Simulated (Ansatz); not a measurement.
# GaH6NO2: the cost of one run

All numbers below are computed with Ansatz 0.2.0 (RKS PBE-D4/def2-SVP).

## (1) Starting point

Bond lengths: Ga1–O2 2.140 Å, O2–H3 1.010 Å, Ga1–N4 1.930 Å, N4–H5 1.060 Å, N4–H6 1.060 Å, Ga1–O7 1.790 Å, O7–H8 1.010 Å. Angles: Ga1–O2–H3 109.5°, O2–Ga1–N4 120.0°, O2–Ga1–O7 120.0°, N4–Ga1–O7 120.0°, Ga1–N4–H5 120.0°, Ga1–N4–H6 120.0°, H5–N4–H6 120.0°, Ga1–O7–H8 109.5°.

Structure file:

```xyz
10

Ga    0.0000    0.0000    0.0000
O     0.0000    0.0000    2.1400
H    -0.9095   -0.2814    2.4771
N     1.6714    0.0000   -0.9650
H     2.1380   -0.9179   -1.2168
H     2.1227    0.9179   -1.2432
O    -1.5501    0.0000   -0.8950
H    -2.0598   -0.8467   -0.6865
H     0.0838    1.7726    0.5897
H     0.0648    1.3714    1.5381
```

## (2) A restrained relaxation towards end A

Springs on the bonds that form and break draw the guess towards this end; the thresholds are loose.

The input, input.yaml:

```yaml
crystal:
  periodic: [false, false, false]
  atoms:
    - { symbol: Ga, position_ang: [0.0, 0.0, 0.0] }
    - { symbol: O, position_ang: [0.0, 0.0, 2.14] }
    - { symbol: H, position_ang: [-0.9095, -0.2814, 2.4771] }
    - { symbol: "N", position_ang: [1.6714, 0.0, -0.965] }
    - { symbol: H, position_ang: [2.138, -0.9179, -1.2168] }
    - { symbol: H, position_ang: [2.1227, 0.9179, -1.2432] }
    - { symbol: O, position_ang: [-1.5501, 0.0, -0.895] }
    - { symbol: H, position_ang: [-2.0598, -0.8467, -0.6865] }
    - { symbol: H, position_ang: [0.0838, 1.7726, 0.5897] }
    - { symbol: H, position_ang: [0.0648, 1.3714, 1.5381] }
basis:
  gaussian: { orbitals: def2-SVP }
hamiltonian:
  xc: pbe
  dispersion: d4
relax:
  f_tol: 0.15
  max_steps: 25
  restrain:
    - { distance: [0, 8], at: 2.77, k: 30.0 }
    - { distance: [9, 1], at: 2.21, k: 30.0 }
    - { distance: [0, 1], at: 1.79, k: 30.0 }
    - { distance: [9, 8], at: 0.66, k: 30.0 }
```

Command:

```console
> ansatz run input.yaml --threads 2 --pin off --max-ram 3072MiB --backend cpu --events-out ev --progress --plain --runs-dir out
```

**Question.** How long does this run take on 2 threads of Arm Neoverse N1, shared host, and how much memory does it need?

About 47 s, with a peak of 0.14 GiB.
